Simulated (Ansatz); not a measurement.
# CH₇FO₃SiTi: a ladder of functionals and wavefunction methods

The task here is to estimate one member of a computed series from the others.

The runs use Ansatz 0.2.0, Gaussian basis; functionals in def2-TZVPP, the program's frozen cores in correlated methods.

Plan: LDA (SPW92), PBE-D4, revPBE-D4, BLYP-D4, r2SCAN-D4, B97M-V, PBE0-D4, B3LYP-D4, r2SCANh-D4, r2SCAN0-D4, HSE06-D4, BHLYP-D4, CAM-B3LYP-D4, LC-ωPBE, ωB97X-V, ωB97M-V, B2PLYP, PBE-QIDH; CCSD(T)/def2-SVP; CCSD(T)/def2-TZVPP; MP2/def2-QZVPP; extrapolation to the limit; RPA on PBE.

## The geometry

An earlier PBE0-D4 in a triple-zeta def2 set relaxation fixed the geometry.

SMILES `C[O][Ti]([OH])([F])[O][SiH3]`, 14 atoms, charge 0, spin multiplicity 1.

Atoms are counted from 1 here; the program's logs count them from 0.

Bond lengths: C1–O2 1.392 Å, C1–H8 1.094 Å, C1–H9 1.094 Å, C1–H10 1.094 Å, O2–Ti3 1.756 Å, Ti3–O4 1.793 Å, Ti3–F5 1.772 Å, Ti3–O6 1.792 Å, O4–H11 0.957 Å, O6–Si7 1.637 Å, Si7–H12 1.485 Å, Si7–H13 1.486 Å, Si7–H14 1.487 Å. Angles: O2–C1–H8 109.8°, O2–C1–H9 110.6°, O2–C1–H10 109.9°, H8–C1–H9 108.8°, H8–C1–H10 108.7°, H9–C1–H10 108.9°, C1–O2–Ti3 159.2°, O2–Ti3–O4 109.9°, O2–Ti3–F5 109.4°, O2–Ti3–O6 109.0°, O4–Ti3–F5 109.8°, O4–Ti3–O6 109.6°, F5–Ti3–O6 109.2°, Ti3–O4–H11 133.1°, Ti3–O6–Si7 168.6°, O6–Si7–H12 109.6°, O6–Si7–H13 110.0°, O6–Si7–H14 109.4° and more.

The first run:

Contents of in.yaml:

```yaml
crystal:
  periodic: [false, false, false]
  atoms:
    - {symbol: C, position_ang: [-0.311656, -0.767689, 2.472102]}
    - {symbol: O, position_ang: [0.526094, -0.159545, 1.541104]}
    - {symbol: Ti, position_ang: [1.023067, 0.669369, 0.075586]}
    - {symbol: O, position_ang: [2.488308, -0.111277, -0.601244]}
    - {symbol: F, position_ang: [1.366622, 2.367991, 0.447552]}
    - {symbol: O, position_ang: [-0.308077, 0.586874, -1.120734]}
    - {symbol: Si, position_ang: [-1.321648, 0.319147, -2.377445]}
    - {symbol: H, position_ang: [0.140301, -1.699642, 2.824368]}
    - {symbol: H, position_ang: [-1.284198, -0.994123, 2.024345]}
    - {symbol: H, position_ang: [-0.461341, -0.104213, 3.328717]}
    - {symbol: H, position_ang: [3.033338, -0.842771, -0.310923]}
    - {symbol: H, position_ang: [-1.849462, 1.614342, -2.876833]}
    - {symbol: H, position_ang: [-0.599460, -0.377496, -3.473609]}
    - {symbol: H, position_ang: [-2.454988, -0.530166, -1.924185]}
basis:
  gaussian: {orbitals: def2-TZVPP}
hamiltonian: {xc: lda}
output: {orbitals: {seedname: orbitals}}
```

Among the steps run: LDA; PBE-D4 (GGA); revPBE-D4 (GGA); BLYP-D4 (GGA); r2SCAN-D4 (meta-GGA); B97M-V (meta-GGA); PBE0-D4 (hybrid); B3LYP-D4 (hybrid); r2SCANh-D4 (hybrid); r2SCAN0-D4 (hybrid); HSE06-D4 (hybrid); BHLYP-D4 (hybrid); CAM-B3LYP-D4 (range-separated); LC-ωPBE (range-separated); ωB97X-V (range-separated); ωB97M-V (range-separated); B2PLYP (double hybrid); PBE-QIDH (double hybrid).

One of the session's tables, all rows but one given; the rest of the session is left out.

It belongs to the step «Frontier levels by functional». 

```
  functional  HOMO (eV)  LUMO (eV)  gap (eV)
 LDA (SPW92)      -7.32      -2.66      4.66
      PBE-D4      -7.18      -2.43      4.75
   revPBE-D4      -7.12      -2.35      4.77
     BLYP-D4      -7.09      -2.35      4.74
   r2SCAN-D4      -7.53      -2.36      5.17
      B97M-V      -7.65      -2.41      5.23
     PBE0-D4      -8.68      -1.47      7.21
    B3LYP-D4      -8.46      -1.76      6.70
  r2SCANh-D4          ?          ?         ?
  r2SCAN0-D4      -8.93      -1.41      7.52
    HSE06-D4      -8.28      -1.85      6.43
    BHLYP-D4     -10.13      -0.33      9.80
CAM-B3LYP-D4     -10.11      -0.36      9.75
     LC-ωPBE     -11.42       0.82     12.24
     ωB97X-V     -11.10       0.79     11.89
     ωB97M-V     -11.00       0.71     11.71
```

Q: Estimate the row for r2SCANh-D4 from the others.

Worked estimate for «HOMO (eV)». Against the share of exact exchange, r2SCAN-D4 (0, -7.53), r2SCAN0-D4 (0.25, -8.93) give a slope of -5.60 per unit share; at 0.1 the line stands at -8.09.

**Answer.** HOMO (eV): -8.09; LUMO (eV): -1.99; gap (eV): 6.10. In «HOMO (eV)» the line misses by 0.00.
